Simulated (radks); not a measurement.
# Tm²⁺ with its nuclear charge varied continuously

One table from this session's results is given with a row withheld; the runs are named, their logs left out.

Method: scalar-relativistic Kohn-Sham, PBE, spin-polarised, spherical densities, finite nucleus; open shells are filled with parallel spins first. Code: radks (a radial shooting solver on a logarithmic mesh, Libxc functionals) version 1.

### What is computed

| Property | Result |
| --- | --- |
| element | thulium (Z = 69) |
| charge | +2 |
| electrons | 67 |
| configuration | [Xe] 4f13 |
| nuclear rms radius | 5.2256 fm |

Outer shells as boxes (Hund's rule):

Tm²⁺
```
[Xe] core
4f [↑↓][↑↓][↑↓][↑↓][↑↓][↑↓][↑ ]
```

The first run:

Settings of this run:

```text
Z 69
configuration [Xe] 4f13
relativity scalar-relativistic
functional pbe,pbe
spin polarised
nucleus finite rms 5.2256 fm
c 137.035999084
```

Among the steps run: Z = 69.

One of the session's tables, all rows but one given; the rest of the session is left out.

It belongs to the step «Z = 69». Sizes of the orbitals, from the radial functions (bohr):

```
  level     <r>  outermost maximum (interpolated)  90 % within  nodes
  4d up  0.5717                             0.501        0.860      1
4d down  0.5719                             0.501        0.860      1
  5s up   1.228                              1.09         1.78      4
5s down   1.231                              1.09         1.78      4
  5p up   1.460                              1.25         2.15      3
5p down       ?                                 ?            ?      ?
  4f up  0.7956                             0.496         1.40      0
4f down  0.8038                             0.496         1.42      0
```

Estimate the missing values for 5p down.

**Answer.** <r>: 1.465; outermost maximum (interpolated): 1.26; 90 % within: 2.16; nodes: 3. In the column «<r>» it is the highest.

Caveats from the session: At Z = 69 the central difference of E is -485.891 hartree, against -482.662 from the Hellmann-Feynman theorem; the scalar-relativistic energy here is not variational, so the two differ by a part that grows with Z.
